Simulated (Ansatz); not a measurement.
**FH2ISSi: basis-set convergence**

The task here is to estimate one member of a computed series from the others.

Program: Ansatz 0.2.0, Gaussian basis. Level of theory: one geometry, several basis sets. These are calculated values, not measurements.

Levels to be run: PBE0-D4/def2-SVP; ωB97M-V/def2-SVP; PBE0-D4/def2-QZVPP; ωB97M-V/def2-QZVPP; the functionals' def2-TZVPP values are taken from earlier runs.

### Structure used throughout

The geometry comes from an earlier relaxation with PBE0-D4 in a triple-zeta def2 set; it is a stationary point. I takes the def2 core potential; no spin-orbit term is included.

SMILES `F[SiH](S)I`, 6 atoms, charge 0, spin multiplicity 1.

Atoms are counted from 1 here; the program's logs count them from 0.

Bond lengths: F1–Si2 1.591 Å, Si2–S3 2.109 Å, Si2–I4 2.425 Å, Si2–H5 1.474 Å, S3–H6 1.345 Å. Angles: F1–Si2–S3 111.7°, F1–Si2–I4 106.3°, F1–Si2–H5 108.4°, S3–Si2–I4 112.4°, S3–Si2–H5 107.4°, I4–Si2–H5 110.6°, Si2–S3–H6 94.1°.

Set-up of the first run:

The input, in.yaml:

```yaml
crystal:
  periodic: [false, false, false]
  atoms:
    - {symbol: F, position_ang: [-0.102952, -1.620806, 0.774884]}
    - {symbol: Si, position_ang: [0.336611, -0.388646, -0.131160]}
    - {symbol: S, position_ang: [-1.331648, 0.618550, -0.938795]}
    - {symbol: I, position_ang: [1.688770, 1.046205, 1.279985]}
    - {symbol: H, position_ang: [1.130447, -0.901662, -1.262426]}
    - {symbol: H, position_ang: [-1.679128, 1.182359, 0.231311]}
basis:
  gaussian: {orbitals: def2-SVP}
hamiltonian: {xc: pbe0, dispersion: d4}
output: {orbitals: {seedname: orbitals}}
```

Launch:

```console
> ansatz run in.yaml --threads 2 --pin off --events-out ev --progress --plain --max-ram 4352MiB
```

Steps of the session up to this table: PBE0-D4 in def2-SVP; ωB97M-V in def2-SVP; PBE0-D4 in def2-QZVPP; ωB97M-V in def2-QZVPP.

One of the session's tables, all rows but one given; the rest of the session is left out.

It belongs to the step «Functionals by basis». 

| functional | basis | HOMO (eV) |
| --- | --- | --- |
| PBE0-D4 | def2-SVP | -7.77 |
| PBE0-D4 | def2-TZVPP | -7.82 |
| PBE0-D4 | def2-QZVPP | -7.84 |
| ωB97M-V | def2-SVP | -9.86 |
| ωB97M-V | def2-TZVPP | -9.93 |
| ωB97M-V | def2-QZVPP | ? |

Q: Estimate the row for ωB97M-V, def2-QZVPP from the others.

The run gave: HOMO (eV): -9.96. In the column «HOMO (eV)» it is the lowest.
